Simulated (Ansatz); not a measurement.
# W2AuN3: the cost of one run

Method: DFT PBE, scalar-relativistic, plane waves, PAW, unless a step names another level, in Ansatz 0.2.0.

14 further runs of the same task are left out: 1 that didn't finish, 13 set aside as unsound or not needed.

### Step 1. The formula and the candidates

Pauling electronegativities: W 2.36, Au 2.54, N 3.04 (spread 0.68). The formula balances with common oxidation states: W +4, Au +1, N -3, a formal count that means little at so small a spread. Tabulated atomic sizes suggest about 14 Å³/atom. 28 candidates were drawn, by swapping species into database cells of other compounds, at random by space group and Wyckoff sites, or by hand, as the table says:

```
name                  made from  space group no.                  Wyckoff sites  atoms (primitive cell)  V (Å³/atom)
 c01                     random               65          W 4l; Au 2c; N 4g, 2d                       6         14.5
 c02                     random              191              W 2d; Au 1a; N 3f                       6         15.7
 c03  database cell of Li3LaSb2              164          W 2d; Au 1a; N 1b, 2d                       6         15.9
 c04                     random               38      W 2b, 2a; Au 2b; N 4e, 2b                       6         17.3
 c05                     random              191          W 2d; Au 1b; N 2c, 1a                       6         13.8
 c06  database cell of Dy2Ga3Cu              156  W 1b, 1b; Au 1a; N 1c, 1c, 1a                       6         14.0
 c07                     random              107          W 4b; Au 2a; N 4b, 2a                       6         15.0
 c08  database cell of Ho2Al3Fe              166              W 6c; Au 3a; N 9d                       6         15.1
 c09                     random              166              W 6c; Au 3b; N 9d                       6         13.7
 c10  database cell of ErCo3Ge2              183              W 2b; Au 1a; N 3c                       6         13.3
 c11                     random               47      W 1a, 1d; Au 1g; N 2t, 1e                       6         17.0
 c12   database cell of Ca2CoO3                8  W 2a, 2a; Au 2a; N 2a, 2a, 2a                       6         19.0
 c13   database cell of Li2CeO3               65          W 4j; Au 2a; N 4j, 2b                       6         13.3
 c14                     random              166              W 6c; Au 3b; N 9e                       6         17.1
 c15                     random               38          W 4c; Au 2b; N 4d, 2b                       6         17.4
 c16   database cell of HoB2Ru3              191              W 2c; Au 1a; N 3g                       6         13.9
 c17                     random              183          W 2b; Au 1a; N 2b, 1a                       6         16.8
 c18                     random              119      W 2a, 2d; Au 2b; N 4e, 2c                       6         14.5
 c19                     random               71          W 4h; Au 2b; N 2a, 4f                       6         16.9
 c20                     random              156  W 1c, 1a; Au 1a; N 1c, 1c, 1a                       6         15.3
 c21                     random              191              W 2d; Au 1b; N 3f                       6         15.0
 c22                     random               12          W 4h; Au 2b; N 4h, 2a                       6         14.9
 c23                     random              123          W 2f; Au 1b; N 2e, 1a                       6         15.1
 c24   database cell of TeMo2S3              156  W 1b, 1c; Au 1b; N 1c, 1c, 1b                       6         12.9
 c25   database cell of NaCu2O3               65          W 4i; Au 2d; N 4i, 2b                       6         14.6
 c26   database cell of ErB2Ir3               12          W 4g; Au 2a; N 4f, 2d                       6         13.6
 c27                     random               12          W 4f; Au 2d; N 4g, 2a                       6         16.6
 c28                     random               71          W 4h; Au 2d; N 4i, 2c                       6         15.3
```

### Step 2. Screening run of c03

The input, input.yaml:

```yaml
crystal:
  lattice:
    - [4.08974171, 0.0, 0.0]
    - [-2.04487085, 3.54182021, 0.0]
    - [0.0, 0.0, 6.59046004]
  atoms:
    - { symbol: W, position: [0.33333333, 0.66666667, 0.25864127] }
    - { symbol: W, position: [0.66666667, 0.33333333, 0.74135873] }
    - { symbol: Au, position: [0.0, 0.0, 0.0] }
    - { symbol: "N", position: [0.0, 0.0, 0.5] }
    - { symbol: "N", position: [0.66666667, 0.33333333, 0.35705647] }
    - { symbol: "N", position: [0.33333333, 0.66666667, 0.64294353] }
basis:
  ecutwfc: 420
kpoints:
  mp_grid: { grid: [3, 3, 2] }
hamiltonian:
  xc: pbe
scf:
  occupations: { method: gaussian, width: 0.15 }
  lower_state_search: "off"
output:
  forces: true
  stress: true
  eigenvalues: true
relax:
  adjacent_minimum: "off"
  f_tol: 0.08
  max_steps: 16
  cell: { stress_tol: 0.8 }
```

Started as:

```bash
> ansatz run input.yaml --threads 1 --pin off --max-ram 2560MiB --backend cpu --events-out ev --progress --plain --runs-dir out
```

Q: Estimate wall time and peak memory on 1 thread of Arm Neoverse V1, shared host.

About 17 s, with a peak of 0.35 GiB.
